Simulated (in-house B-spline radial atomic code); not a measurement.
**Mo³⁺ in a hard spherical wall**

Wanted: the cost of confining Mo³⁺, radius by radius. More than one configuration is followed.

Method: Dirac-Coulomb LDA (Slater, VWN5), spherical fractional occupations, Fermi nucleus, basis-set limit. Code: in-house B-spline radial atomic code version 1.

### 1 The atom as given

- element: molybdenum (Z = 42)
- charge: +3
- electrons: 39
- configuration: [Kr] 4d3
- Hamiltonian: Dirac-Coulomb
- nucleus: Fermi, rms radius 4.409 fm

The outer shells:

[Kr] 4d3
```
[Kr] core
4d [↑ ][↑ ][↑ ][  ][  ]
```

The boxes only draw the filling; these runs are spin-restricted and spherical.

The run's settings:

```ini
Z = 42
electrons = 39.0
configuration = [Kr] 4d3
hamiltonian = dirac
method = lda,vwn
spin_polarised = False
nucleus = fermi
rms_radius = 4.4091
mass_number = 98
atomic_mass = 97.905403609
speed_of_light = 137.035999084
```

From the earlier run of the reference: total energy -4043.129184 hartree. Levels, eight at most:

```tsv
orbital	occupation	energy (eV)	<r> (bohr)
3p3/2	4	-405.93	0.4344
3d3/2	4	-255.99	0.4133
3d5/2	6	-252.67	0.4168
4s1/2	2	-96.348	1.096
4p1/2	2	-71.921	1.192
4p3/2	4	-69.293	1.220
4d3/2	1.2	-33.286	1.603
4d5/2	1.8	-32.996	1.615
```

### 2 Wall at 5.95 bohr, configuration [Kr] 4d3

Changes to the settings of step 1:

```diff
@@ -11 +11,2 @@
 speed_of_light = 137.035999084
+wall_radius = 5.95
```

From the run's result record (rounded, not every field):

```text
{
  "status": "converged",
  "iterations": 10,
  "energy [hartree]": {"total": -4043.12888663, "kinetic": 4191.18032537, "nuclear": -9726.59482038, "coulomb": 1610.76104053, "xc": -118.47543215},
  "breit [hartree]": {"gaunt": 2.692029, "retardation": -0.2676651, "frequency_dependence": -0.0164632},
  "qed [hartree]": {"self_energy": 1.805327, "uehling": -0.2064743, "wichmann_kroll": 0.003111127},
  "recoil [hartree]": 0.01592869,
  "total_with_corrections [hartree]": -4039.10309334,
  "orbitals [hartree, bohr; first row names the columns]": [
    ["name", "occ", "eps", "<r>"],
    ["1s1/2", 2.0, -728.29077, 0.035203],
    ["2s1/2", 2.0, -103.90858, 0.15356],
    ["2p1/2", 2.0, -95.755868, 0.13083],
    ["2p3/2", 4.0, -91.846609, 0.13541],
    ["3s1/2", 2.0, -18.666076, 0.42948],
    ["3p1/2", 2.0, -15.561578, 0.42381],
    ["3p3/2", 4.0, -14.917, 0.43443],
    ["3d3/2", 4.0, -9.406925, 0.41335],
    ["3d5/2", 6.0, -9.2847154, 0.41685],
    ["4s1/2", 2.0, -3.5401596, 1.0956],
    ["4p1/2", 2.0, -2.6425, 1.1917],
    ["4p3/2", 4.0, -2.5459297, 1.2204],
    ["4d3/2", 1.2, -1.2226908, 1.6012],
    ["4d5/2", 1.8, -1.2120326, 1.6131]
  ],
  "sum_r [bohr^k]": {"-1": 231.5869, "1": 23.06076, "2": 25.85936},
  "energy_minus_base [hartree]": 0.00029697018,
  "energy_minus_base_with_corrections [hartree]": 0.0002960885
}
```

Run time: 0.72 s. Hardware: 1 thread, shared host.

energy_minus_base is the energy less that of the reference run.

### 3 Wall at 3.79 bohr, configuration [Kr] 4d3

Changes to the settings of step 2:

```diff
@@ -11,2 +11,2 @@
 speed_of_light = 137.035999084
-wall_radius = 5.95
+wall_radius = 3.79
```

Results of the run:

```text
{
  "status": "converged",
  "iterations": 9,
  "energy [hartree]": {"total": -4043.07786452, "kinetic": 4191.56656432, "nuclear": -9728.59106348, "coulomb": 1612.48947534, "xc": -118.542840703},
  "breit [hartree]": {"gaunt": 2.692007, "retardation": -0.2676656, "frequency_dependence": -0.0164618},
  "qed [hartree]": {"self_energy": 1.8053, "uehling": -0.2064718, "wichmann_kroll": 0.003111089},
  "recoil [hartree]": 0.01592709,
  "total_with_corrections [hartree]": -4039.05211792,
  "orbitals [hartree, bohr; first row names the columns]": [
    ["name", "occ", "eps", "<r>"],
    ["1s1/2", 2.0, -728.24253, 0.035203],
    ["2s1/2", 2.0, -103.85916, 0.15356],
    ["2p1/2", 2.0, -95.706482, 0.13083],
    ["2p3/2", 4.0, -91.797211, 0.13541],
    ["3s1/2", 2.0, -18.619414, 0.4295],
    ["3p1/2", 2.0, -15.514869, 0.42384],
    ["3p3/2", 4.0, -14.870393, 0.43447],
    ["3d3/2", 4.0, -9.3599861, 0.41341],
    ["3d5/2", 6.0, -9.2378129, 0.41691],
    ["4s1/2", 2.0, -3.5025529, 1.097],
    ["4p1/2", 2.0, -2.6064047, 1.1927],
    ["4p3/2", 4.0, -2.5102362, 1.2209],
    ["4d3/2", 1.2, -1.1783795, 1.5362],
    ["4d5/2", 1.8, -1.16721, 1.5451]
  ],
  "sum_r [bohr^k]": {"-1": 231.6344, "1": 22.86831, "2": 24.93414},
  "energy_minus_base [hartree]": 0.0513190746,
  "energy_minus_base_with_corrections [hartree]": 0.0512715095
}
```

It took 0.44 s on 1 thread, shared host.

### 4 Wall at 2.11 bohr, configuration [Kr] 4d3

Changes to the settings of step 3:

```diff
@@ -11,2 +11,2 @@
 speed_of_light = 137.035999084
-wall_radius = 3.79
+wall_radius = 2.11
```

Results of the run:

```text
{
  "status": "converged",
  "iterations": 8,
  "energy [hartree]": {"total": -4039.54573502, "kinetic": 4209.31548942, "nuclear": -9775.491946, "coulomb": 1646.60822498, "xc": -119.97750342},
  "breit [hartree]": {"gaunt": 2.697552, "retardation": -0.2686099, "frequency_dependence": -0.01649543},
  "qed [hartree]": {"self_energy": 1.805372, "uehling": -0.2064698, "wichmann_kroll": 0.003111066},
  "recoil [hartree]": 0.0158641,
  "total_with_corrections [hartree]": -4035.51541075,
  "orbitals [hartree, bohr; first row names the columns]": [
    ["name", "occ", "eps", "<r>"],
    ["1s1/2", 2.0, -727.13096, 0.035204],
    ["2s1/2", 2.0, -102.79269, 0.15359],
    ["2p1/2", 2.0, -94.630568, 0.13086],
    ["2p3/2", 4.0, -90.723163, 0.13544],
    ["3s1/2", 2.0, -17.67389, 0.43063],
    ["3p1/2", 2.0, -14.567187, 0.42534],
    ["3p3/2", 4.0, -13.927476, 0.43611],
    ["3d3/2", 4.0, -8.408593, 0.41645],
    ["3d5/2", 6.0, -8.2880377, 0.42004],
    ["4s1/2", 2.0, -2.7859957, 1.05],
    ["4p1/2", 2.0, -1.8340658, 1.0905],
    ["4p3/2", 4.0, -1.7230336, 1.1042],
    ["4d3/2", 1.2, -0.11871551, 1.1671],
    ["4d5/2", 1.8, -0.098575943, 1.1696]
  ],
  "sum_r [bohr^k]": {"-1": 232.7511, "1": 21.02708, "2": 19.02116},
  "energy_minus_base [hartree]": 3.58344858,
  "energy_minus_base_with_corrections [hartree]": 3.58797867
}
```

It took 0.39 s on 1 thread, shared host.

### 5 Wall at 5.95 bohr, configuration [Kr] 4d2 4f1

The run's settings:

```ini
Z = 42
electrons = 39.0
configuration = [Kr] 4d2 4f1
hamiltonian = dirac
method = lda,vwn
spin_polarised = False
nucleus = fermi
rms_radius = 4.4091
mass_number = 98
atomic_mass = 97.905403609
speed_of_light = 137.035999084
wall_radius = 5.95
```

Results of the run:

```text
{
  "status": "converged",
  "iterations": 9,
  "energy [hartree]": {"total": -4042.19764842, "kinetic": 4190.49466875, "nuclear": -9716.56289136, "coulomb": 1602.0328585, "xc": -118.162284312},
  "breit [hartree]": {"gaunt": 2.692212, "retardation": -0.2676778, "frequency_dependence": -0.01647253},
  "qed [hartree]": {"self_energy": 1.805463, "uehling": -0.2064864, "wichmann_kroll": 0.00311131},
  "recoil [hartree]": 0.01593239,
  "total_with_corrections [hartree]": -4038.17156618,
  "orbitals [hartree, bohr; first row names the columns]": [
    ["name", "occ", "eps", "<r>"],
    ["1s1/2", 2.0, -728.53351, 0.035204],
    ["2s1/2", 2.0, -104.15851, 0.15356],
    ["2p1/2", 2.0, -96.005494, 0.13083],
    ["2p3/2", 4.0, -92.096312, 0.1354],
    ["3s1/2", 2.0, -18.900846, 0.42936],
    ["3p1/2", 2.0, -15.796635, 0.42366],
    ["3p3/2", 4.0, -15.151537, 0.43427],
    ["3d3/2", 4.0, -9.6434014, 0.41302],
    ["3d5/2", 6.0, -9.5210041, 0.41652],
    ["4s1/2", 2.0, -3.7341831, 1.0879],
    ["4p1/2", 2.0, -2.8277472, 1.1784],
    ["4p3/2", 4.0, -2.7285763, 1.2057],
    ["4d3/2", 0.8, -1.3739736, 1.546],
    ["4d5/2", 1.2, -1.3623704, 1.5571],
    ["4f5/2", 0.42857, -0.39861682, 2.9494],
    ["4f7/2", 0.57143, -0.39848834, 2.9503]
  ],
  "sum_r [bohr^k]": {"-1": 231.348, "1": 24.18588, "2": 31.80417},
  "energy_minus_base [hartree]": 0.931535173,
  "energy_minus_base_with_corrections [hartree]": 0.931823247
}
```

Run time: 0.81 s. Hardware: 1 thread, shared host.

### 6 Wall at 3.79 bohr, configuration [Kr] 4d2 4f1

Changes to the settings of step 5:

```diff
@@ -11,2 +11,2 @@
 speed_of_light = 137.035999084
-wall_radius = 5.95
+wall_radius = 3.79
```

Results of the run:

```text
{
  "status": "converged",
  "iterations": 9,
  "energy [hartree]": {"total": -4041.94533043, "kinetic": 4191.20298337, "nuclear": -9722.04948016, "coulomb": 1607.23662248, "xc": -118.33545613},
  "breit [hartree]": {"gaunt": 2.691953, "retardation": -0.2676422, "frequency_dependence": -0.0164696},
  "qed [hartree]": {"self_energy": 1.805425, "uehling": -0.2064832, "wichmann_kroll": 0.003111262},
  "recoil [hartree]": 0.01592962,
  "total_with_corrections [hartree]": -4037.91950636,
  "orbitals [hartree, bohr; first row names the columns]": [
    ["name", "occ", "eps", "<r>"],
    ["1s1/2", 2.0, -728.40178, 0.035204],
    ["2s1/2", 2.0, -104.02306, 0.15356],
    ["2p1/2", 2.0, -95.870627, 0.13083],
    ["2p3/2", 4.0, -91.961326, 0.1354],
    ["3s1/2", 2.0, -18.761698, 0.42934],
    ["3p1/2", 2.0, -15.657613, 0.42364],
    ["3p3/2", 4.0, -15.012434, 0.43425],
    ["3d3/2", 4.0, -9.504553, 0.413],
    ["3d5/2", 6.0, -9.3821296, 0.4165],
    ["4s1/2", 2.0, -3.6036993, 1.0912],
    ["4p1/2", 2.0, -2.7010777, 1.1835],
    ["4p3/2", 4.0, -2.6029954, 1.2111],
    ["4d3/2", 0.8, -1.2528595, 1.5141],
    ["4d5/2", 1.2, -1.2411831, 1.523],
    ["4f5/2", 0.42857, -0.10119473, 2.065],
    ["4f7/2", 0.57143, -0.10085795, 2.0656]
  ],
  "sum_r [bohr^k]": {"-1": 231.4787, "1": 23.27259, "2": 26.52315},
  "energy_minus_base [hartree]": 1.18385317,
  "energy_minus_base_with_corrections [hartree]": 1.18388306
}
```

Wall time 0.57 s (1 thread, shared host).

### 7 Wall at 2.11 bohr, configuration [Kr] 4d2 4f1

Changes to the settings of step 6:

```diff
@@ -11,2 +11,2 @@
 speed_of_light = 137.035999084
-wall_radius = 3.79
+wall_radius = 2.11
```

Results of the run:

```text
{
  "status": "converged",
  "iterations": 8,
  "energy [hartree]": {"total": -4037.81577093, "kinetic": 4208.63331275, "nuclear": -9770.96545678, "coulomb": 1644.38081955, "xc": -119.864446443},
  "breit [hartree]": {"gaunt": 2.696559, "retardation": -0.2684478, "frequency_dependence": -0.01650118},
  "qed [hartree]": {"self_energy": 1.805486, "uehling": -0.2064811, "wichmann_kroll": 0.003111237},
  "recoil [hartree]": 0.01586283,
  "total_with_corrections [hartree]": -4033.78618217,
  "orbitals [hartree, bohr; first row names the columns]": [
    ["name", "occ", "eps", "<r>"],
    ["1s1/2", 2.0, -727.2419, 0.035204],
    ["2s1/2", 2.0, -102.89954, 0.15358],
    ["2p1/2", 2.0, -94.740115, 0.13085],
    ["2p3/2", 4.0, -90.832202, 0.13543],
    ["3s1/2", 2.0, -17.723556, 0.43031],
    ["3p1/2", 2.0, -14.618296, 0.42492],
    ["3p3/2", 4.0, -13.97702, 0.43567],
    ["3d3/2", 4.0, -8.4641821, 0.41564],
    ["3d5/2", 6.0, -8.3430677, 0.41922],
    ["4s1/2", 2.0, -2.8003107, 1.0491],
    ["4p1/2", 2.0, -1.8477815, 1.0895],
    ["4p3/2", 4.0, -1.7365031, 1.1033],
    ["4d3/2", 0.8, -0.13187273, 1.1661],
    ["4d5/2", 1.2, -0.11171196, 1.1687],
    ["4f5/2", 0.42857, 1.6114988, 1.2278],
    ["4f7/2", 0.57143, 1.613062, 1.2283]
  ],
  "sum_r [bohr^k]": {"-1": 232.6433, "1": 21.06577, "2": 19.10001},
  "energy_minus_base [hartree]": 5.31341267,
  "energy_minus_base_with_corrections [hartree]": 5.31720726
}
```

It took 0.52 s on 1 thread, shared host.

### 8 Wall at 5.95 bohr, configuration [Ar] 3d9 4s2 4p6 4d3 4f1

The run's settings:

```ini
Z = 42
electrons = 39.0
configuration = [Ar] 3d9 4s2 4p6 4d3 4f1
hamiltonian = dirac
method = lda,vwn
spin_polarised = False
nucleus = fermi
rms_radius = 4.4091
mass_number = 98
atomic_mass = 97.905403609
speed_of_light = 137.035999084
wall_radius = 5.95
```

Results of the run:

```text
{
  "status": "converged",
  "iterations": 9,
  "energy [hartree]": {"total": -4033.64725817, "kinetic": 4182.19827113, "nuclear": -9674.7032045, "coulomb": 1575.86965207, "xc": -117.011976874},
  "breit [hartree]": {"gaunt": 2.689755, "retardation": -0.2675472, "frequency_dependence": -0.01653591},
  "qed [hartree]": {"self_energy": 1.806646, "uehling": -0.2065952, "wichmann_kroll": 0.003112953},
  "recoil [hartree]": 0.01594741,
  "total_with_corrections [hartree]": -4029.62247517,
  "orbitals [hartree, bohr; first row names the columns]": [
    ["name", "occ", "eps", "<r>"],
    ["1s1/2", 2.0, -729.56227, 0.035205],
    ["2s1/2", 2.0, -105.23571, 0.15352],
    ["2p1/2", 2.0, -97.083095, 0.13081],
    ["2p3/2", 4.0, -93.173872, 0.13537],
    ["3s1/2", 2.0, -19.657199, 0.42604],
    ["3p1/2", 2.0, -16.561166, 0.41949],
    ["3p3/2", 4.0, -15.90126, 0.42978],
    ["3d3/2", 3.6, -10.436662, 0.40543],
    ["3d5/2", 5.4, -10.30973, 0.40875],
    ["4s1/2", 2.0, -3.9211719, 1.0623],
    ["4p1/2", 2.0, -2.9893497, 1.1436],
    ["4p3/2", 4.0, -2.882265, 1.17],
    ["4d3/2", 1.2, -1.4703629, 1.4675],
    ["4d5/2", 1.8, -1.4571513, 1.4782],
    ["4f5/2", 0.42857, -0.40592163, 2.8813],
    ["4f7/2", 0.57143, -0.40575213, 2.8825]
  ],
  "sum_r [bohr^k]": {"-1": 230.3514, "1": 24.65272, "2": 32.40672},
  "energy_minus_base [hartree]": 9.48192543,
  "energy_minus_base_with_corrections [hartree]": 9.48091426
}
```

It took 0.81 s on 1 thread, shared host.

### 9 Wall at 3.79 bohr, configuration [Ar] 3d9 4s2 4p6 4d3 4f1

Changes to the settings of step 8:

```diff
@@ -11,2 +11,2 @@
 speed_of_light = 137.035999084
-wall_radius = 5.95
+wall_radius = 3.79
```

Results of the run:

```text
{
  "status": "converged",
  "iterations": 9,
  "energy [hartree]": {"total": -4033.41324895, "kinetic": 4182.87870036, "nuclear": -9680.10667152, "coulomb": 1581.0026953, "xc": -117.18797309},
  "breit [hartree]": {"gaunt": 2.689488, "retardation": -0.2675097, "frequency_dependence": -0.01653309},
  "qed [hartree]": {"self_energy": 1.806611, "uehling": -0.2065923, "wichmann_kroll": 0.003112909},
  "recoil [hartree]": 0.01594464,
  "total_with_corrections [hartree]": -4029.38872788,
  "orbitals [hartree, bohr; first row names the columns]": [
    ["name", "occ", "eps", "<r>"],
    ["1s1/2", 2.0, -729.43259, 0.035204],
    ["2s1/2", 2.0, -105.10226, 0.15352],
    ["2p1/2", 2.0, -96.950278, 0.1308],
    ["2p3/2", 4.0, -93.040929, 0.13537],
    ["3s1/2", 2.0, -19.519316, 0.42602],
    ["3p1/2", 2.0, -16.423436, 0.41947],
    ["3p3/2", 4.0, -15.763437, 0.42976],
    ["3d3/2", 3.6, -10.299193, 0.4054],
    ["3d5/2", 5.4, -10.172229, 0.40873],
    ["4s1/2", 2.0, -3.7915202, 1.0652],
    ["4p1/2", 2.0, -2.8631687, 1.1483],
    ["4p3/2", 4.0, -2.7571451, 1.175],
    ["4d3/2", 1.2, -1.3514355, 1.45],
    ["4d5/2", 1.8, -1.3382722, 1.459],
    ["4f5/2", 0.42857, -0.12653203, 2.0213],
    ["4f7/2", 0.57143, -0.12610852, 2.0221]
  ],
  "sum_r [bohr^k]": {"-1": 230.48, "1": 23.77189, "2": 27.36161},
  "energy_minus_base [hartree]": 9.71593465,
  "energy_minus_base_with_corrections [hartree]": 9.71466155
}
```

Wall time 0.57 s (1 thread, shared host).

### 10 Wall at 2.11 bohr, configuration [Ar] 3d9 4s2 4p6 4d3 4f1

Changes to the settings of step 9:

```diff
@@ -11,2 +11,2 @@
 speed_of_light = 137.035999084
-wall_radius = 3.79
+wall_radius = 2.11
```

Results of the run:

```text
{
  "status": "converged",
  "iterations": 8,
  "energy [hartree]": {"total": -4029.24126704, "kinetic": 4200.95562599, "nuclear": -9730.67086561, "coulomb": 1619.27062531, "xc": -118.796652723},
  "breit [hartree]": {"gaunt": 2.693724, "retardation": -0.2682718, "frequency_dependence": -0.01655473},
  "qed [hartree]": {"self_energy": 1.806534, "uehling": -0.2065781, "wichmann_kroll": 0.003112701},
  "recoil [hartree]": 0.01587516,
  "total_with_corrections [hartree]": -4025.21342558,
  "orbitals [hartree, bohr; first row names the columns]": [
    ["name", "occ", "eps", "<r>"],
    ["1s1/2", 2.0, -728.22948, 0.035205],
    ["2s1/2", 2.0, -103.92732, 0.15354],
    ["2p1/2", 2.0, -95.768866, 0.13083],
    ["2p3/2", 4.0, -91.860781, 0.1354],
    ["3s1/2", 2.0, -18.440754, 0.42702],
    ["3p1/2", 2.0, -15.343096, 0.42077],
    ["3p3/2", 4.0, -14.687278, 0.43119],
    ["3d3/2", 3.6, -9.2148626, 0.40791],
    ["3d5/2", 5.4, -9.0892694, 0.41131],
    ["4s1/2", 2.0, -2.973983, 1.0338],
    ["4p1/2", 2.0, -2.0073136, 1.0734],
    ["4p3/2", 4.0, -1.8911514, 1.0876],
    ["4d3/2", 1.2, -0.27074989, 1.1504],
    ["4d5/2", 1.8, -0.25005141, 1.1532],
    ["4f5/2", 0.42857, 1.5146356, 1.2102],
    ["4f7/2", 0.57143, 1.5164242, 1.2107]
  ],
  "sum_r [bohr^k]": {"-1": 231.6839, "1": 21.52212, "2": 19.8481},
  "energy_minus_base [hartree]": 13.8879166,
  "energy_minus_base_with_corrections [hartree]": 13.8899638
}
```

Wall time 0.51 s (1 thread, shared host).

### 11 Results against the radius

| configuration | radius (bohr) | energy above the free system (eV) | highest level (eV) |
| --- | --- | --- | --- |
| [Kr] 4d3 | 5.95 | 0.0081 | -32.981 (4d5/2) |
| [Kr] 4d3 | 3.79 | 1.396 | -31.761 (4d5/2) |
| [Kr] 4d3 | 2.11 | 97.511 | -2.682 (4d5/2) |
| [Kr] 4d2 4f1 | 5.95 | 25.348 | -10.843 (4f7/2) |
| [Kr] 4d2 4f1 | 3.79 | 32.214 | -2.744 (4f7/2) |
| [Kr] 4d2 4f1 | 2.11 | 144.59 | 43.894 (4f7/2) |
| [Ar] 3d9 4s2 4p6 4d3 4f1 | 5.95 | 258.02 | -11.041 (4f7/2) |
| [Ar] 3d9 4s2 4p6 4d3 4f1 | 3.79 | 264.38 | -3.432 (4f7/2) |
| [Ar] 3d9 4s2 4p6 4d3 4f1 | 2.11 | 377.91 | 41.264 (4f7/2) |

**Reading.** For [Kr] 4d3 the energy above the free reference is 0.0081 eV at 5.95 bohr and 97.511 eV at 2.11 bohr. Of [Kr] 4d3 and [Kr] 4d2 4f1, the first stays lower at every radius that both share. At 2.11 bohr the lowest of all 3 is [Kr] 4d3. A hard wall is a crude model of an atom's surroundings.
